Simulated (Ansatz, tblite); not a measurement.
# (CdS)6 ring (Cd₆S₆): rung by rung

An exercise on one series of results from a longer session: the logs are not shown, and one member is left open.

Computed with Ansatz 0.2.0, Gaussian basis. Level: as each input shows.

Levels to be run: GFN1-xTB, GFN2-xTB, PBE-D4/def2-TZVP, r2SCAN-D4/def2-TZVP, B3LYP-D4/def2-TZVP, r2SCAN0-D4/def2-TZVP, ωB97X-V/def2-TZVP, LC-ωPBE(0.10)/def2-SVP, LC-ωPBE(0.15)/def2-SVP, LC-ωPBE(0.20)/def2-SVP, LC-ωPBE(0.30)/def2-SVP, PBE-D4/def2-SVP, PBE0-D4/def2-SVP, MP2/def2-TZVP, RPA/def2-TZVP.

## The relaxed structure

The geometry is that of the singlet, from an earlier relaxation (PBE-D4/def2-SVP).

12 atoms, charge 0, spin multiplicity 1.

Bond lengths: Cd1–S2 2.359 Å, Cd1–S12 2.361 Å, S2–Cd3 2.360 Å, Cd3–S4 2.362 Å, S4–Cd5 2.359 Å, Cd5–S6 2.359 Å, S6–Cd7 2.361 Å, Cd7–S8 2.359 Å, S8–Cd9 2.360 Å, Cd9–S10 2.362 Å, S10–Cd11 2.359 Å, Cd11–S12 2.359 Å. Angles: S2–Cd1–S12 178.5°, Cd1–S2–Cd3 93.8°, S2–Cd3–S4 178.3°, Cd3–S4–Cd5 94.0°, S4–Cd5–S6 179.4°, Cd5–S6–Cd7 94.7°, S6–Cd7–S8 178.4°, Cd7–S8–Cd9 94.0°, S8–Cd9–S10 178.4°, Cd9–S10–Cd11 94.1°, S10–Cd11–S12 179.6°, Cd1–S12–Cd11 94.9°.

Cd takes a core potential in the def2 sets. No spin-orbit coupling is included.

PBE0-D4/def2-TZVP was run before; its log isn't repeated, and its numbers join the tables.

Set-up of the first run:

Tight binding, by tblite at 300 K electronic temperature and without a spin-polarisation term:

```python
tblite.interface.Calculator('GFN1-xTB', numbers, positions, charge=0, uhf=0).singlepoint()
```

Tight binding, by tblite at 300 K electronic temperature and without a spin-polarisation term:

```python
tblite.interface.Calculator('GFN2-xTB', numbers, positions, charge=0, uhf=0).singlepoint()
```

start.molden holds the orbitals of an earlier run on this state, given as this run's starting guess.

in.yaml reads:

```yaml
crystal:
  periodic: [false, false, false]
  atoms:
    - {symbol: Cd, position_ang: [-0.776545, 0.629215, -3.173336]}
    - {symbol: S, position_ang: [0.290225, -1.055732, -4.434188]}
    - {symbol: Cd, position_ang: [1.610740, -1.793872, -2.622447]}
    - {symbol: S, position_ang: [2.934782, -2.596395, -0.839131]}
    - {symbol: Cd, position_ang: [2.908102, -0.544318, 0.323362]}
    - {symbol: S, position_ang: [2.887888, 1.519257, 1.465951]}
    - {symbol: Cd, position_ang: [1.188549, 0.886689, 2.977837]}
    - {symbol: S, position_ang: [-0.491793, 0.304403, 4.528437]}
    - {symbol: Cd, position_ang: [-2.119621, -0.087511, 2.864915]}
    - {symbol: S, position_ang: [-3.776135, -0.523162, 1.239124]}
    - {symbol: Cd, position_ang: [-2.812877, 0.909040, -0.368198]}
    - {symbol: S, position_ang: [-1.843313, 2.352386, -1.962315]}
basis:
  gaussian: {orbitals: def2-TZVP, fitting: {mean_field: def2-universal-jkfit}, initial_orbitals: start.molden}
hamiltonian: {xc: pbe, dispersion: d4}
scf: {omitted_lower_state_checks: [starts]}
output: {orbitals: {seedname: orbitals}}
```

Command:

```sh
$ ansatz run in.yaml --threads 2 --pin off --events-out ev --progress --plain --max-ram 32768MiB --backend cuda --devices 0, --max-vram 18GiB
```

Among the steps run: PBE-D4/def2-TZVP; r2SCAN-D4/def2-TZVP; B3LYP-D4/def2-TZVP; r2SCAN0-D4/def2-TZVP; ωB97X-V/def2-TZVP; LC-ωPBE(0.10)/def2-SVP; LC-ωPBE(0.15)/def2-SVP; LC-ωPBE(0.20)/def2-SVP; LC-ωPBE(0.30)/def2-SVP; PBE-D4/def2-SVP; PBE0-D4/def2-SVP; MP2/def2-TZVP; RPA/def2-TZVP.

One of the session's tables, all rows but one given; the rest of the session is left out.

It belongs to the step «Binding energy». 

| level | binding an atom (eV) |
| --- | --- |
| HF/def2-TZVP | ? |
| PBE-D4/def2-SVP | 2.112 |
| PBE-D4/def2-TZVP | 2.087 |
| r2SCAN-D4/def2-TZVP | 2.123 |
| B3LYP-D4/def2-TZVP | 1.886 |
| PBE0-D4/def2-SVP | 2.086 |
| PBE0-D4/def2-TZVP | 2.073 |
| r2SCAN0-D4/def2-TZVP | 2.062 |
| ωB97X-V/def2-TZVP | 2.123 |
| RPA/def2-TZVP | 1.759 |
| MP2/def2-TZVP | 2.073 |

Estimate the missing values for HF/def2-TZVP.

As computed: binding an atom (eV): 1.221. In the column «binding an atom (eV)» it is the lowest.

Limits of these values: Free atoms were run apart at each level; binding is atoms less cluster, divided by the number of atoms, without zero-point or spin-orbit terms.
